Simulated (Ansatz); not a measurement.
# BrMg: a ladder of basis sets

Computed with Ansatz 0.2.0 through its Python package.

At the Python prompt:
```pycon
>>> import warnings
>>> import ansatz as az
>>> GEOMETRY = """
... Mg   -1.04060    0.32180   -0.54290
... Br    1.07010   -0.38190    0.54700
... """
>>> warnings.simplefilter("ignore", az.DeckWarning)
>>> brmg = az.Crystal.molecule()
>>> for line in GEOMETRY.strip().splitlines():
...     symbol, *xyz = line.split()
...     brmg = brmg.atom(symbol, [float(v) for v in xyz])
...
>>> model = (
...     brmg.calculation()
...     .functional("b3lyp")
...     .spin("collinear", total=1)
... )
>>> energies = {}
>>> for basis in ["cc-pVDZ", "cc-pVTZ", "cc-pVQZ"]:
...     r = model.basis(gaussian=basis).run(threads=1, pin="off").report
...     size = r["n_frozen"] + r["n_occupied"][0] + r["n_virtual"][0]
...     energies[basis] = (r["reference_energy_ev"] / 27.211386246, r["free_energy_ev"] / 27.211386246)
...     print(f"{basis:14s} {size:4d} orbitals  reference {energies[basis][0]:14.6f} Ha  total {energies[basis][1]:14.6f} Ha")
...
cc-pVDZ          45 orbitals  reference   -2774.299988 Ha  total   -2774.299988 Ha
cc-pVTZ          77 orbitals  reference   -2774.382850 Ha  total   -2774.382850 Ha
cc-pVQZ         127 orbitals  reference   -2774.387275 Ha  total   -2774.387275 Ha
>>> last = energies["cc-pVQZ"][1]
>>> for basis, (_, total) in energies.items():
...     print(f"{basis:14s} lies {27.211386 * (total - last):9.4f} eV above cc-pVQZ")
...
cc-pVDZ        lies    2.3752 eV above cc-pVQZ
cc-pVTZ        lies    0.1204 eV above cc-pVQZ
cc-pVQZ        lies    0.0000 eV above cc-pVQZ
```

Against cc-pVDZ: cc-pVTZ -82.9 mHa and cc-pVQZ -87.3 mHa. The last step alone is -4.42 mHa. From the first set to the last the time grows from 1.8 to 6.4 s.

Notes:
- The drop along the ladder measures the basis error, and is no property of the molecule.
- The geometry is a force-field or estimated start, not a minimum of this method, and the last set is no limit. Much of the fall in a total is atomic energy, which cancels in bond and reaction energies.
- The run takes the species as open-shell (spin multiplicity 2), which needn't be its ground state.
- b3lyp holds the VWN-RPA fit, as in Gaussian; the form of ORCA and Turbomole is b3lyp5.
- The spin state was assumed, and another may lie lower.
- It ran for 12 s on 1 thread of Arm Neoverse V2, on a shared host, peak memory 0.34 GiB.
